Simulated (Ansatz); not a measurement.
**C2H6In radical: a spread of methods and bases**

How do the results and run time of C2H6In radical respond when the settings are drawn wide?

The runs use Ansatz 0.2.0, Gaussian basis; the settings change from run to run.

## (1) The relaxed structure

The geometry comes from an earlier relaxation with PBE0-D4 in a triple-zeta def2 set; it is a stationary point, not always the lowest conformer. In takes a core potential in def2 sets; no spin-orbit term is included.

SMILES `[CH2][InH][CH3]`, 9 atoms, charge 0, spin multiplicity 2.

Atoms are counted from 1 here; the program's logs count them from 0.

Bond lengths: C1–In2 2.125 Å, C1–H4 1.088 Å, C1–H5 1.088 Å, In2–C3 2.153 Å, In2–H6 1.728 Å, C3–H7 1.091 Å, C3–H8 1.093 Å, C3–H9 1.090 Å. Angles: In2–C1–H4 123.6°, In2–C1–H5 123.3°, H4–C1–H5 113.1°, C1–In2–C3 118.3°, C1–In2–H6 118.3°, C3–In2–H6 123.4°, In2–C3–H7 110.6°, In2–C3–H8 109.3°, In2–C3–H9 111.6°, H7–C3–H8 107.7°, H7–C3–H9 109.3°, H8–C3–H9 108.2°.

Coordinates:

```xyz
9

C    -0.4101    0.2622   -1.9846
In    0.7726    0.2113   -0.2195
C    -0.1791   -0.3345    1.6327
H    -0.0149    0.5141   -2.9662
H    -1.4749    0.0381   -1.9978
H     2.4524    0.5961   -0.3479
H    -1.1820    0.0919    1.6889
H    -0.2764   -1.4219    1.6829
H     0.4008   -0.0037    2.4944
```

## (2) PBE0/def2-mTZVPP

This run has D3(BJ) dispersion.

in.yaml

```yaml
crystal:
  periodic: [false, false, false]
  atoms:
    - {symbol: C, position_ang: [-0.410127, 0.262184, -1.984582]}
    - {symbol: In, position_ang: [0.772620, 0.211338, -0.219537]}
    - {symbol: C, position_ang: [-0.179138, -0.334483, 1.632743]}
    - {symbol: H, position_ang: [-0.014868, 0.514139, -2.966207]}
    - {symbol: H, position_ang: [-1.474881, 0.038080, -1.997763]}
    - {symbol: H, position_ang: [2.452411, 0.596123, -0.347883]}
    - {symbol: H, position_ang: [-1.181989, 0.091887, 1.688924]}
    - {symbol: H, position_ang: [-0.276378, -1.421911, 1.682903]}
    - {symbol: H, position_ang: [0.400848, -0.003658, 2.494399]}
basis:
  gaussian: {orbitals: def2-mTZVPP}
magnetization: {spin_polarized: true, initial_magnetization: 1}
hamiltonian: {xc: {name: PBE0}, dispersion: d3bj}
output: {forces: true}
```

Launch:

```bash
$ ansatz run in.yaml --threads 4 --pin off --events-out ev --progress --plain --max-ram 10444MiB
```

The program printed (excerpt; [...] marks lines left out):

```text
Functional definition: PBE0
  name "PBE0"
  cite "Adamo & Barone, J. Chem. Phys. 110, 6158 (1999) doi:10.1063/1.478522"
  cite "Perdew, Burke & Ernzerhof, Phys. Rev. Lett. 77, 3865 (1996) doi:10.1103/PhysRevLett.77.3865"
  parent pbe
[...]
1080 factors; integrals over basis functions are off by at most 1.3e-3 eV
[...]
mean field -7341.24549183 eV, -269.7857957497 hartree, gradient 1.5e-5 eV, S^2 0.754331; 0 other end points of the search recorded, 0 dependent functions left out
[...]
reference -7341.24553726 eV, -269.7857974194 hartree; 20, 19 occupied and 84, 85 virtual orbitals, 1080 factors
Total energy: -7341.36868819 eV, -269.7903231327 hartree
Atom 0 at    -0.410127     0.262184    -1.984582 Å, force    -0.056698     0.003187    -0.083914 eV/Å
Atom 1 at     0.772620     0.211338    -0.219537 Å, force     0.093405     0.020493     0.007631 eV/Å
Atom 2 at    -0.179138    -0.334483     1.632743 Å, force    -0.017024    -0.012370     0.028539 eV/Å
Atom 3 at    -0.014868     0.514139    -2.966207 Å, force     0.009698     0.005080    -0.016972 eV/Å
Atom 4 at    -1.474881     0.038080    -1.997763 Å, force    -0.011986    -0.002713     0.002221 eV/Å
Atom 5 at     2.452411     0.596123    -0.347883 Å, force     0.008541     0.001811    -0.000928 eV/Å
Atom 6 at    -1.181989     0.091887     1.688924 Å, force    -0.020526     0.004007     0.018079 eV/Å
Atom 7 at    -0.276378    -1.421911     1.682903 Å, force    -0.006961    -0.023090     0.018891 eV/Å
Atom 8 at     0.400848    -0.003658     2.494399 Å, force     0.001551     0.003594     0.026452 eV/Å
Dipole moment:    -0.102439    -0.027529     0.015960 e Å
```

It took 2 s on 4 threads of Arm Neoverse V1, shared host.

Largest force 0.101 eV/Å, dipole 0.52 D, ⟨S²⟩ 0.754.

## (3) PBE/def2-TZVPP

in.yaml: that of step 2 with these lines changed.

```diff
@@ -13,5 +13,4 @@
 basis:
-  gaussian: {orbitals: def2-mTZVPP}
+  gaussian: {orbitals: def2-TZVPP}
 magnetization: {spin_polarized: true, initial_magnetization: 1}
-hamiltonian: {xc: {name: PBE0}, dispersion: d3bj}
-output: {forces: true}
+hamiltonian: {xc: {name: PBE}}
```

Same command.

The program printed:

```text
Functional definition: PBE
  name "PBE"
  cite "Perdew, Burke & Ernzerhof, Phys. Rev. Lett. 77, 3865 (1996) doi:10.1103/PhysRevLett.77.3865"
  parent pbe
  parameter kappa = 0.804
  parameter beta = 0.06672455060314922
  exchange = pbe_x(kappa = kappa, mu = beta*pi^2/3)
  correlation = pbe_c(beta = beta)
1102 factors; their error is unknown
mean field evaluation 1: about -7324.8161 eV, gradient 5.8e1 eV
mean field evaluation 2: about -7283.0904 eV, gradient 8.8e1 eV
mean field evaluation 4: about -7340.6271 eV, gradient 8.5e0 eV
mean field evaluation 8: about -7341.0002 eV, gradient 2.9e-1 eV
mean field evaluation 16: about -7340.9828 eV, gradient 2.9e-4 eV
mean field -7340.98284315 eV, -269.7761435889 hartree, gradient 1.2e-5 eV, S^2 0.753891; 0 other end points of the search recorded, 0 dependent functions left out
reference -7340.98290103 eV, -269.7761457161 hartree; 20, 19 occupied and 176, 177 virtual orbitals, 1102 factors
Total energy: -7340.98290103 eV, -269.7761457161 hartree
```

It took 2.3 s on 4 threads of Arm Neoverse V1, shared host.

⟨S²⟩ 0.754.

## (4) revPBE0/def2-TZVPP

Set apart from the defaults: atoms shaken by 0.15 Å, D4 dispersion.

in.yaml

```yaml
crystal:
  periodic: [false, false, false]
  atoms:
    - {symbol: C, position_ang: [-0.277204, 0.387685, -1.842082]}
    - {symbol: In, position_ang: [0.811306, 0.220652, -0.260117]}
    - {symbol: C, position_ang: [0.127269, -0.284530, 1.625212]}
    - {symbol: H, position_ang: [-0.049433, 0.594469, -3.095967]}
    - {symbol: H, position_ang: [-1.577407, 0.060831, -1.674794]}
    - {symbol: H, position_ang: [2.333829, 0.466409, -0.274305]}
    - {symbol: H, position_ang: [-1.022080, 0.114368, 1.700023]}
    - {symbol: H, position_ang: [-0.313031, -1.262938, 1.782341]}
    - {symbol: H, position_ang: [0.554284, -0.016008, 2.778301]}
basis:
  gaussian: {orbitals: def2-TZVPP}
magnetization: {spin_polarized: true, initial_magnetization: 1}
hamiltonian: {xc: {name: revPBE0}, dispersion: d4}
output: {forces: true}
```

Launched as before.

The program printed (excerpt; [...] marks lines left out):

```text
Functional definition: revPBE0
  name "revPBE0"
  cite "Zhang & Yang, Phys. Rev. Lett. 80, 890 (1998) doi:10.1103/PhysRevLett.80.890"
  cite "Adamo & Barone, J. Chem. Phys. 110, 6158 (1999) doi:10.1063/1.478522"
  cite "Perdew, Burke & Ernzerhof, Phys. Rev. Lett. 77, 3865 (1996) doi:10.1103/PhysRevLett.77.3865"
[...]
1195 factors; their error is unknown
[...]
mean field -7341.52497629 eV, -269.7960666142 hartree, gradient 7.9e-5 eV, S^2 0.756514; 0 other end points of the search recorded, 0 dependent functions left out
[...]
reference -7341.52502763 eV, -269.7960685009 hartree; 20, 19 occupied and 176, 177 virtual orbitals, 1195 factors
Total energy: -7341.85819645 eV, -269.8083122292 hartree
Atom 0 at    -0.277204     0.387685    -1.842082 Å, force    -5.968583    -0.345835    -6.102687 eV/Å
Atom 1 at     0.811306     0.220652    -0.260117 Å, force     0.344584    -0.469188     2.457549 eV/Å
Atom 2 at     0.127269    -0.284530     1.625212 Å, force    -3.506049     1.111397     4.615011 eV/Å
Atom 3 at    -0.049433     0.594469    -3.095967 Å, force    -0.702162    -0.619027     3.994817 eV/Å
Atom 4 at    -1.577407     0.060831    -1.674794 Å, force     3.922092     1.110381    -0.876694 eV/Å
Atom 5 at     2.333829     0.466409    -0.274305 Å, force     3.448435     0.615796    -0.168733 eV/Å
Atom 6 at    -1.022080     0.114368     1.700023 Å, force     2.380137     0.175571    -0.153069 eV/Å
Atom 7 at    -0.313031    -1.262938     1.782341 Å, force     0.784286    -1.111478    -0.258837 eV/Å
Atom 8 at     0.554284    -0.016008     2.778301 Å, force    -0.702740    -0.467616    -3.507357 eV/Å
Dipole moment:    -0.175494    -0.039399    -0.113216 e Å
```

Run time: 3.9 s. Hardware: 4 threads of Arm Neoverse V1, shared host; peak memory 0.5 GiB.

Largest force 8.543 eV/Å, dipole 1.02 D, ⟨S²⟩ 0.757.

## (5) B3LYP5/def2-TZVP

This run has multiplicity 4, high accuracy, the search for lower states set to light.

in.yaml

```yaml
crystal:
  periodic: [false, false, false]
  atoms:
    - {symbol: C, position_ang: [-0.410127, 0.262184, -1.984582]}
    - {symbol: In, position_ang: [0.772620, 0.211338, -0.219537]}
    - {symbol: C, position_ang: [-0.179138, -0.334483, 1.632743]}
    - {symbol: H, position_ang: [-0.014868, 0.514139, -2.966207]}
    - {symbol: H, position_ang: [-1.474881, 0.038080, -1.997763]}
    - {symbol: H, position_ang: [2.452411, 0.596123, -0.347883]}
    - {symbol: H, position_ang: [-1.181989, 0.091887, 1.688924]}
    - {symbol: H, position_ang: [-0.276378, -1.421911, 1.682903]}
    - {symbol: H, position_ang: [0.400848, -0.003658, 2.494399]}
basis:
  gaussian: {orbitals: def2-TZVP}
magnetization: {spin_polarized: true, initial_magnetization: 3}
hamiltonian: {xc: {name: B3LYP5}}
accuracy: high
scf: {lower_state_search: light}
```

The command is unchanged.

The program printed (excerpt; [...] marks lines left out):

```text
Functional definition: B3LYP5
  name "B3LYP5"
  cite "Stephens, Devlin, Chabalowski & Frisch, J. Phys. Chem. 98, 11623 (1994) doi:10.1021/j100096a001"
  cite "Becke, Phys. Rev. A 38, 3098 (1988) doi:10.1103/PhysRevA.38.3098"
  cite "Lee, Yang & Parr, Phys. Rev. B 37, 785 (1988) doi:10.1103/PhysRevB.37.785"
  cite "Vosko, Wilk & Nusair, Can. J. Phys. 58, 1200 (1980) doi:10.1139/p80-159"
[...]
2889 factors; integrals over basis functions are off by at most 5.5e-9 eV
[...]
mean field -7337.47365607 eV, -269.6471833424 hartree, gradient 1.5e-8 eV, S^2 3.768894; 6 other end points of the search recorded, 0 dependent functions left out
reference -7337.47370100 eV, -269.6471849935 hartree; 21, 18 occupied and 127, 130 virtual orbitals, 2889 factors
Total energy: -7337.47370100 eV, -269.6471849935 hartree
```

Run time: 17 s. Hardware: 4 threads of Arm Neoverse V1, shared host; peak memory 0.83 GiB.

⟨S²⟩ 3.769.

## (6) r2SCAN0/ANO-RCC-VTZP

This run has restricted open-shell orbitals.

in.yaml: that of step 5 with these lines changed.

```diff
@@ -13,6 +13,5 @@
 basis:
-  gaussian: {orbitals: def2-TZVP}
-magnetization: {spin_polarized: true, initial_magnetization: 3}
-hamiltonian: {xc: {name: B3LYP5}}
-accuracy: high
-scf: {lower_state_search: light}
+  gaussian: {orbitals: ANO-RCC-VTZP}
+magnetization: {spin_polarized: false, initial_magnetization: 1}
+hamiltonian: {xc: {name: r2SCAN0}}
+output: {forces: true}
```

The command is unchanged.

The program printed (excerpt; [...] marks lines left out):

```text
Functional definition: r2SCAN0
  name "r2SCAN0"
  cite "Bursch, Neugebauer, Ehlert & Grimme, J. Chem. Phys. 156, 134105 (2022) doi:10.1063/5.0086040"
  cite "Furness, Kaplan, Ning, Perdew & Sun, J. Phys. Chem. Lett. 11, 8208 (2020) doi:10.1021/acs.jpclett.0c02405"
  cite "Furness, Kaplan, Ning, Perdew & Sun, J. Phys. Chem. Lett. 11, 9248 (2020) doi:10.1021/acs.jpclett.0c03077"
  parent r2scan
[...]
1567 factors; their error is unknown
[...]
mean field -162197.15738365 eV, -5960.6355926670 hartree, gradient 2.7e-5 eV, S^2 0.750000; 0 other end points of the search recorded, 0 dependent functions left out
[...]
reference -162197.15740884 eV, -5960.6355935928 hartree; 34, 33 occupied and 178, 179 virtual orbitals, 1567 factors
Total energy: -162197.15740884 eV, -5960.6355935928 hartree
Relativity: scalar
Atom 0 at    -0.410127     0.262184    -1.984582 Å, force    -0.076434     0.004235    -0.112896 eV/Å
Atom 1 at     0.772620     0.211338    -0.219537 Å, force     0.011412     0.001552    -0.016150 eV/Å
Atom 2 at    -0.179138    -0.334483     1.632743 Å, force    -0.040290    -0.022902     0.089366 eV/Å
Atom 3 at    -0.014868     0.514139    -2.966207 Å, force    -0.083567    -0.049274     0.184492 eV/Å
Atom 4 at    -1.474881     0.038080    -1.997763 Å, force     0.203602     0.044395    -0.005029 eV/Å
Atom 5 at     2.452411     0.596123    -0.347883 Å, force    -0.089287    -0.020742     0.009126 eV/Å
Atom 6 at    -1.181989     0.091887     1.688924 Å, force     0.169485    -0.073436    -0.003672 eV/Å
Atom 7 at    -0.276378    -1.421911     1.682903 Å, force     0.016031     0.178267    -0.001578 eV/Å
Atom 8 at     0.400848    -0.003658     2.494399 Å, force    -0.110952    -0.062095    -0.143659 eV/Å
Dipole moment:    -0.107789    -0.028752     0.022850 e Å
```

Run time: 19 s. Hardware: 4 threads of Arm Neoverse V1, shared host; peak memory 0.96 GiB.

Largest force 0.208 eV/Å, dipole 0.55 D.

## (7) r2SCAN/def2-TZVPP

This run has atoms shaken by 0.08 Å, a grid of angular degree 11, relativity set to none.

in.yaml

```yaml
crystal:
  periodic: [false, false, false]
  atoms:
    - {symbol: C, position_ang: [-0.427767, 0.206311, -1.879500]}
    - {symbol: In, position_ang: [0.754190, 0.285053, -0.141894]}
    - {symbol: C, position_ang: [-0.183119, -0.364885, 1.854115]}
    - {symbol: H, position_ang: [-0.048316, 0.674956, -3.115547]}
    - {symbol: H, position_ang: [-1.496438, 0.103464, -2.013143]}
    - {symbol: H, position_ang: [2.462242, 0.574481, -0.338327]}
    - {symbol: H, position_ang: [-1.041477, 0.111889, 1.558265]}
    - {symbol: H, position_ang: [-0.290180, -1.450103, 1.864552]}
    - {symbol: H, position_ang: [0.378795, -0.007992, 2.399522]}
basis:
  gaussian: {orbitals: def2-TZVPP, final_grid: {core_spheres: 5, valence_spheres: 4, degree: 11}}
magnetization: {spin_polarized: true, initial_magnetization: 1}
hamiltonian: {xc: {name: r2SCAN}, pseudopotentials: {relativity: none}}
output: {forces: true}
```

Launched as before.

The program printed (excerpt; [...] marks lines left out):

```text
Functional definition: r2SCAN
  name "r2SCAN"
  cite "Furness, Kaplan, Ning, Perdew & Sun, J. Phys. Chem. Lett. 11, 8208 (2020) doi:10.1021/acs.jpclett.0c02405"
  cite "Furness, Kaplan, Ning, Perdew & Sun, J. Phys. Chem. Lett. 11, 9248 (2020) doi:10.1021/acs.jpclett.0c03077"
  parent r2scan
[...]
1102 factors; their error is unknown
[...]
mean field -7342.12289345 eV, -269.8180396647 hartree, gradient 4.3e-5 eV, S^2 0.758085; 0 other end points of the search recorded, 0 dependent functions left out
[...]
reference -7342.12291044 eV, -269.8180402890 hartree; 20, 19 occupied and 176, 177 virtual orbitals, 1102 factors
Total energy: -7342.12291044 eV, -269.8180402890 hartree
Atom 0 at    -0.427767     0.206311    -1.879500 Å, force     0.818838     1.935297    -4.393783 eV/Å
Atom 1 at     0.754190     0.285053    -0.141894 Å, force     0.352831    -1.018327     0.726673 eV/Å
Atom 2 at    -0.183119    -0.364885     1.854115 Å, force    -7.031175    -7.118341   -11.154821 eV/Å
Atom 3 at    -0.048316     0.674956    -3.115547 Å, force    -0.751322    -1.487351     3.899485 eV/Å
Atom 4 at    -1.496438     0.103464    -2.013143 Å, force    -0.311235    -0.238477     0.295295 eV/Å
Atom 5 at     2.462242     0.574481    -0.338327 Å, force    -0.168883     0.162716     0.020890 eV/Å
Atom 6 at    -1.041477     0.111889     1.558265 Å, force    -2.421098     1.161402     0.335730 eV/Å
Atom 7 at    -0.290180    -1.450103     1.864552 Å, force     0.127693     0.240614     0.074738 eV/Å
Atom 8 at     0.378795    -0.007992     2.399522 Å, force     9.384350     6.362466    10.195793 eV/Å
Dipole moment:    -0.143326     0.077047     0.043497 e Å
```

It took 2.6 s on 4 threads of Arm Neoverse V1, shared host.

Largest force 15.248 eV/Å, dipole 0.81 D, ⟨S²⟩ 0.758.

## (8) PBE0-DH/def2-SVP

in.yaml

```yaml
crystal:
  periodic: [false, false, false]
  atoms:
    - {symbol: C, position_ang: [-0.410127, 0.262184, -1.984582]}
    - {symbol: In, position_ang: [0.772620, 0.211338, -0.219537]}
    - {symbol: C, position_ang: [-0.179138, -0.334483, 1.632743]}
    - {symbol: H, position_ang: [-0.014868, 0.514139, -2.966207]}
    - {symbol: H, position_ang: [-1.474881, 0.038080, -1.997763]}
    - {symbol: H, position_ang: [2.452411, 0.596123, -0.347883]}
    - {symbol: H, position_ang: [-1.181989, 0.091887, 1.688924]}
    - {symbol: H, position_ang: [-0.276378, -1.421911, 1.682903]}
    - {symbol: H, position_ang: [0.400848, -0.003658, 2.494399]}
basis:
  gaussian: {orbitals: def2-SVP}
magnetization: {spin_polarized: true, initial_magnetization: 1}
hamiltonian: {xc: {name: PBE0-DH}}
output: {forces: true}
```

Launched as before.

The program printed (excerpt; [...] marks lines left out):

```text
Functional definition: PBE0-DH
  name "PBE0-DH"
  cite "Brémond & Adamo, J. Chem. Phys. 135, 024106 (2011) doi:10.1063/1.3604569"
  cite "Perdew, Burke & Ernzerhof, Phys. Rev. Lett. 77, 3865 (1996) doi:10.1103/PhysRevLett.77.3865"
[...]
945 factors; integrals over basis functions are off by at most 1.3e-3 eV
[...]
mean field -7334.40849309 eV, -269.5345406803 hartree, gradient 6.4e-6 eV, S^2 0.755566; 0 other end points of the search recorded, 0 dependent functions left out
6 core orbitals not correlated: weight in the atoms' cores, before any rotation towards them, 1.000 or more for the frozen orbitals, at most 0.000 for the correlated occupied ones
reference -7334.40851673 eV, -269.5345415493 hartree; 14, 13 occupied and 64, 65 virtual orbitals, 945 factors
second order -12.09002689 eV of doubles, -0.00000000 eV of singles
[...]
Total energy: -7335.91977010 eV, -269.5900790860 hartree
Atom 0 at    -0.410127     0.262184    -1.984582 Å, force     0.082316     0.001430     0.098294 eV/Å
Atom 1 at     0.772620     0.211338    -0.219537 Å, force     0.045675     0.007540     0.004737 eV/Å
Atom 2 at    -0.179138    -0.334483     1.632743 Å, force     0.075718     0.034253    -0.099448 eV/Å
Atom 3 at    -0.014868     0.514139    -2.966207 Å, force     0.072359     0.048507    -0.194501 eV/Å
Atom 4 at    -1.474881     0.038080    -1.997763 Å, force    -0.203150    -0.041884    -0.002799 eV/Å
Atom 5 at     2.452411     0.596123    -0.347883 Å, force     0.022194     0.003173     0.005901 eV/Å
Atom 6 at    -1.181989     0.091887     1.688924 Å, force    -0.164731     0.070648     0.017063 eV/Å
Atom 7 at    -0.276378    -1.421911     1.682903 Å, force    -0.014263    -0.175099     0.015041 eV/Å
Atom 8 at     0.400848    -0.003658     2.494399 Å, force     0.083882     0.051432     0.155712 eV/Å
Dipole moment:    -0.114167    -0.030490     0.015218 e Å
```

It took 3.9 s on 4 threads of Arm Neoverse V1, shared host.

Largest force 0.213 eV/Å, dipole 0.57 D, ⟨S²⟩ 0.756.

## (9) wB97M-V/def2-SVPD

in.yaml: that of step 8 with these lines changed.

```diff
@@ -13,5 +13,4 @@
 basis:
-  gaussian: {orbitals: def2-SVP}
+  gaussian: {orbitals: def2-SVPD}
 magnetization: {spin_polarized: true, initial_magnetization: 1}
-hamiltonian: {xc: {name: PBE0-DH}}
-output: {forces: true}
+hamiltonian: {xc: {name: wB97M-V}}
```

Same command.

The program printed (excerpt; [...] marks lines left out):

```text
Functional definition: wB97M-V
  name "wB97M-V"
  cite "Mardirossian & Head-Gordon, J. Chem. Phys. 144, 214110 (2016) doi:10.1063/1.4952647"
  cite "Becke, J. Chem. Phys. 107, 8554 (1997) doi:10.1063/1.475007"
  cite "Vydrov & Van Voorhis, J. Chem. Phys. 133, 244103 (2010) doi:10.1063/1.3521275"
  # Of w^i u^j: cxij and so on, Table III.
[...]
  gx(w, u) = 1 - cx + cx01*u + cx10*w
  gss(w, u) = css00 + css04*u^4 + css10*w + css20*w^2 + css43*w^4*u^3
  gos(w, u) = cos00 + cos10*w + (cos20 + cos21*u)*w^2 + (cos60 + cos61*u)*w^6
[...]
      + integral(e_c_pw_mod_opposite_spin*gos(b97_w_opposite, b97_u_opposite)) + vv10(b, c)
1088 factors; their error is unknown
453 factors; integrals over basis functions are off by at most 8.5e-6 eV
[...]
mean field -7338.54200099 eV, -269.6864442940 hartree, gradient 1.8e-5 eV, S^2 0.753473; 0 other end points of the search recorded, 0 dependent functions left out
reference -7338.54206653 eV, -269.6864467025 hartree; 20, 19 occupied and 100, 101 virtual orbitals, 1088 factors
Total energy: -7338.54206653 eV, -269.6864467025 hartree
```

It took 7.5 s on 4 threads of Arm Neoverse V1, shared host; peak memory 0.54 GiB.

⟨S²⟩ 0.753.

## (10) All runs side by side

```
               level  charge  multiplicity  geometry  functions  energy (eV)   time
    PBE0/def2-mTZVPP       0             2   relaxed        104    -7341.369    2 s
      PBE/def2-TZVPP       0             2   relaxed        196    -7340.983  2.3 s
  revPBE0/def2-TZVPP       0             2    shaken        196    -7341.858  3.9 s
    B3LYP5/def2-TZVP       0             4   relaxed        148    -7337.474   17 s
r2SCAN0/ANO-RCC-VTZP       0             2   relaxed        212  -162197.157   19 s
   r2SCAN/def2-TZVPP       0             2    shaken        196    -7342.123  2.6 s
    PBE0-DH/def2-SVP       0             2   relaxed         84    -7335.920  3.9 s
   wB97M-V/def2-SVPD       0             2   relaxed        120    -7338.542  7.5 s
```

## (11) What came out

```
                                         quantity                       value
                                             runs                           8
                                         quickest       PBE0/def2-mTZVPP, 2 s
                                          slowest  r2SCAN0/ANO-RCC-VTZP, 19 s
spread of total energies, same state and geometry                 154861.2 eV
                  dipole, same state and geometry              0.52 to 0.57 D
```

What this shows: Run time spans a factor of 10, from PBE0/def2-mTZVPP to r2SCAN0/ANO-RCC-VTZP. The jobs differ in tasks and options as well as level. The totals spread over 154861 eV; they can't be compared across methods or bases. Some of these runs are scalar-relativistic and others not, which shifts the totals of all-electron atoms past neon by eV; core potentials, where a basis has them, take the core out of the total altogether. At the PBE0-D4/def2-TZVP geometry and in the same state, runs without warnings or point charges leave forces up to 0.21 eV/Å (PBE0-DH/def2-SVP), against 15.2 eV/Å where the atoms were moved. At that geometry and state the dipole changes by 11 % between the lowest and highest value.
